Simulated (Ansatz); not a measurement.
Working through an atomisation energy of BrClH₂Si, SMILES Cl[SiH2]Br

Computed with the Python package of Ansatz (0.2.0).

Typed at the interpreter:
```pycon
>>> from collections import Counter
>>> import ansatz as az
>>> from ase import Atoms
>>> def energy(molecule, charge=0, unpaired=0):
...     calc = molecule.calculation().basis(gaussian="def2-SVPD").correlation("ccsd_t")
...     if charge:
...         calc = calc.charge(charge)
...     if unpaired:
...         calc = calc.spin("collinear", total=unpaired)
...     report = calc.run(threads=1, pin="off").report
...     if report["published_state_doubts"]:
...         print("  doubts:", report["published_state_doubts"])
...     return report["free_energy_ev"]
...
>>> atoms = Atoms(["Cl", "Si", "Br", "H", "H"], positions=[
...     [-0.9032, -0.5398, 1.6708],
...     [0.1274, -0.0744, -0.026],
...     [-1.0281, 1.3486, -1.3039],
...     [0.4311, -1.3325, -0.7617],
...     [1.4227, 0.5244, 0.3795],
... ])
>>> mol = az.Crystal.molecule_from_ase(atoms)
>>> # unpaired electrons of the ground-state atoms
>>> unpaired = {"Cl": 1, "Si": 2, "Br": 1, "H": 1}
>>> counts = Counter(site.symbol for site in mol.cartesian_sites)
>>> atom_energy = {s: energy(az.Crystal.molecule().atom(s, (0, 0, 0)), 0, unpaired[s]) for s in counts}
>>> whole = energy(mol, 0, 0)
>>> for s, e in atom_energy.items():
...     print(f"{s:2s} x{counts[s]}  {e:14.5f} eV")
...
Cl x1    -12502.68976 eV
Si x1     -7859.24141 eV
Br x1    -69996.06567 eV
H  x2       -13.58606 eV
>>> print(f"BrClH2Si: {whole:.5f} eV")
BrClH2Si: -90398.76477 eV
>>> split = sum(counts[s] * e for s, e in atom_energy.items()) - whole
>>> print(f"atomisation energy (no zero-point term): {split:.3f} eV, {split / sum(counts.values()):.3f} eV an atom")
atomisation energy (no zero-point term): 13.596 eV, 2.719 eV an atom
```

13.596 eV from the electronic energies, without the zero-point term.

Total energies depend on the basis set; only differences at equal settings carry meaning. The geometry is a force-field or estimated start, not a minimum of this method, and the basis set is short of its limit. All parts are taken at fixed geometry, without zero-point energy. In double-zeta sets correlated atomisation energies come out some 10 to 15 % low. The spin-orbit lowering of heavy atoms is left out. Hardware and time: 15 s on 1 thread of Arm Neoverse V1 (shared host), peak memory 0.5 GiB.
